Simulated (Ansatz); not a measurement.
# Sb3Pb: the cost of one run

Program: Ansatz 0.2.0. Level of theory: DFT PBE, scalar-relativistic, plane waves, PAW. These are calculated values, not measurements.

### Step 1. The starting structure

The structure is cubic, space group Im-3m (No. 229). Conventional cell: a = 6.225 Å, b = 6.225 Å, c = 6.225 Å, α = 90.00°, β = 90.00°, γ = 90.00°. Sb (site symmetry 4/mmm) has 4 Sb at 3.11 Å and 2 Pb at 3.11 Å as nearest neighbours. Pb (site symmetry m-3m) is surrounded by 6 Sb at 3.11 Å.

Structure file:

```cif
data_structure
_symmetry_space_group_name_H-M 'P 1'
_symmetry_Int_Tables_number 1
_cell_length_a 5.3907
_cell_length_b 5.3907
_cell_length_c 5.3907
_cell_angle_alpha 109.471
_cell_angle_beta 109.471
_cell_angle_gamma 109.471
_cell_volume 120.59
loop_
_atom_site_label
_atom_site_type_symbol
_atom_site_fract_x
_atom_site_fract_y
_atom_site_fract_z
_atom_site_occupancy
Sb1 Sb 0.00000 0.50000 0.50000 1
Sb2 Sb 0.50000 0.00000 0.50000 1
Sb3 Sb 0.50000 0.50000 0.00000 1
Pb1 Pb 0.00000 0.00000 0.00000 1
```

The cell is invented: random cell by space group and Wyckoff sites (Im-3m, No. 229). Its size is a rough estimate.

### Step 2. The guess as it stands, on a coarse mesh

Input file input.yaml:

```yaml
crystal:
  lattice:
    - [-3.11232262, 3.11232262, 3.11232262]
    - [3.11232262, -3.11232262, 3.11232262]
    - [3.11232262, 3.11232262, -3.11232262]
  atoms:
    - { symbol: Sb, position: [0.0, 0.5, 0.5] }
    - { symbol: Sb, position: [0.5, 0.0, 0.5] }
    - { symbol: Sb, position: [0.5, 0.5, 0.0] }
    - { symbol: Pb, position: [0.0, 0.0, 0.0] }
basis:
  ecutwfc: 420
kpoints:
  mp_grid: { grid: [4, 4, 4] }
hamiltonian:
  xc: pbe
scf:
  occupations: { method: gaussian, width: 0.1 }
  lower_state_search: "off"
output:
  forces: true
  stress: true
  eigenvalues: true
```

On the command line:

```console
$ ansatz run input.yaml --threads 1 --pin off --max-ram 2048MiB --backend cpu --events-out ev --progress --plain --runs-dir out
```

Q: Estimate wall time and peak memory on 1 thread of Intel Xeon Platinum 8259CL at 2.50GHz (Skylake/Cascade Lake), shared host.

About 4.3 s, with a peak of 0.44 GiB.
